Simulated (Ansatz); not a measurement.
# CH7BGe: a ladder of functionals and wavefunction methods

Aim: compute CH7BGe with functionals from several rungs and with coupled cluster, and see how far each lands from CCSD(T) at the basis-set limit for the atomisation energy.

Method: functionals in def2-TZVPP, the program's frozen cores in correlated methods; program: Ansatz 0.2.0, Gaussian basis.

Plan: LDA (SPW92), PBE-D4, revPBE-D4, BLYP-D4, r2SCAN-D4, B97M-V, PBE0-D4, B3LYP-D4, r2SCANh-D4, r2SCAN0-D4, HSE06-D4, BHLYP-D4, CAM-B3LYP-D4, LC-ωPBE, ωB97X-V, ωB97M-V, B2PLYP, PBE-QIDH; CCSD(T)/def2-SVP; CCSD(T)/def2-TZVPP; MP2/def2-QZVPP; extrapolation to the limit; RPA on PBE.

**1. Structure used throughout**

The geometry comes from an earlier relaxation with PBE0-D4 in a triple-zeta def2 set; it is a stationary point, not always the lowest conformer.

10 atoms, charge 0, spin multiplicity 1.

Atoms are counted from 1 here; the program's logs count them from 0.

Bond lengths: C1–B2 1.548 Å, C1–H4 1.093 Å, C1–H5 1.106 Å, C1–H6 1.091 Å, B2–Ge3 2.066 Å, B2–H7 1.200 Å, Ge3–H8 1.544 Å, Ge3–H9 1.542 Å, Ge3–H10 1.542 Å. Angles: B2–C1–H4 114.7°, B2–C1–H5 102.9°, B2–C1–H6 116.2°, H4–C1–H5 105.3°, H4–C1–H6 110.4°, H5–C1–H6 106.0°, C1–B2–Ge3 123.5°, C1–B2–H7 119.3°, Ge3–B2–H7 117.1°, B2–Ge3–H8 109.4°, B2–Ge3–H9 113.8°, B2–Ge3–H10 112.1°, H8–Ge3–H9 107.1°, H8–Ge3–H10 106.4°, H9–Ge3–H10 107.7°.

**2. LDA**

This LDA is Slater exchange with PW92 correlation.

The input, in.yaml:

```yaml
crystal:
  periodic: [false, false, false]
  atoms:
    - {symbol: C, position_ang: [-1.211318, 0.848030, -0.579661]}
    - {symbol: B, position_ang: [-0.013899, -0.122961, -0.719674]}
    - {symbol: Ge, position_ang: [1.111266, -0.784579, 0.881595]}
    - {symbol: H, position_ang: [-1.972612, 0.748459, -1.357032]}
    - {symbol: H, position_ang: [-0.747318, 1.837306, -0.749567]}
    - {symbol: H, position_ang: [-1.677097, 0.898736, 0.405835]}
    - {symbol: H, position_ang: [0.326003, -0.481675, -1.813028]}
    - {symbol: H, position_ang: [0.918427, -2.307382, 1.048292]}
    - {symbol: H, position_ang: [0.729189, -0.128931, 2.223967]}
    - {symbol: H, position_ang: [2.620459, -0.558303, 0.662074]}
basis:
  gaussian: {orbitals: def2-TZVPP}
hamiltonian: {xc: lda}
output: {orbitals: {seedname: orbitals}}
```

The runs that follow: PBE-D4 (GGA); revPBE-D4 (GGA); BLYP-D4 (GGA); r2SCAN-D4 (meta-GGA); B97M-V (meta-GGA); PBE0-D4 (hybrid); B3LYP-D4 (hybrid); r2SCANh-D4 (hybrid); r2SCAN0-D4 (hybrid); HSE06-D4 (hybrid); BHLYP-D4 (hybrid); CAM-B3LYP-D4 (range-separated); LC-ωPBE-D4 (range-separated); ωB97X-V (range-separated); ωB97M-V (range-separated); B2PLYP (double hybrid); PBE-QIDH (double hybrid); CCSD(T) in def2-SVP; CCSD(T) in def2-TZVPP; MP2 in def2-QZVPP; RPA on PBE orbitals.

**Question.** What will the summary of the whole plan be? Wanted: atomisation energy, CCSD(T)/CBS; farthest beyond LDA; mean size of error, GGA; mean size of error, meta-GGA; mean size of error, hybrid; mean size of error, range-separated; mean size of error, double hybrid; gap, smallest and largest; T1 diagnostic.

The runs gave:

| quantity | value |
| --- | --- |
| atomisation energy, CCSD(T)/CBS | 770.9 kcal/mol |
| functionals within 7.7 kcal/mol (1.0 %) | PBE-D4, BLYP-D4, r2SCAN-D4, PBE0-D4, B3LYP-D4, r2SCANh-D4, r2SCAN0-D4, HSE06-D4, CAM-B3LYP-D4, LC-ωPBE, ωB97X-V, ωB97M-V, B2PLYP, PBE-QIDH |
| farthest beyond LDA | revPBE-D4 (-11.7 kcal/mol) |
| mean size of error, GGA | 7.1 kcal/mol |
| mean size of error, meta-GGA | 6.7 kcal/mol |
| mean size of error, hybrid | 2.4 kcal/mol |
| mean size of error, range-separated | 3.0 kcal/mol |
| mean size of error, double hybrid | 5.1 kcal/mol |
| gap, smallest and largest | 3.77 eV (LDA (SPW92)), 11.07 eV (LC-ωPBE) |
| T1 diagnostic | 0.0117 |
| triples share of the correlation energy | 3.3 % |

The LDA atomisation energy is off by 91.1 kcal/mol (12 %): it overbinds. PBE-D4 is off by +2.2 kcal/mol. Double hybrids carry the basis error of their MP2 part in triple zeta, and no dispersion term here, so their miss is partly the set-up's. The rungs hybrid, range-separated, double hybrid, meta-GGA, GGA miss on average by less than the doubt on the reference (7.7 kcal/mol), so they tie. Misses under about 7.7 kcal/mol are within the doubt on the reference itself, which lacks core-valence correlation, relativity and higher excitations, and its outer-core shells are covered unevenly. Hartree-Fock recovers 77 % of the binding; the rest is correlation. CCSD(T) in def2-SVP is off by -34.8 kcal/mol, which most functionals beat. The gap grows from 3.8 to 11.1 eV across the functionals, mostly with the share of exact exchange. Correlated methods include outer-core shells of Ge, which these sets cover unevenly.
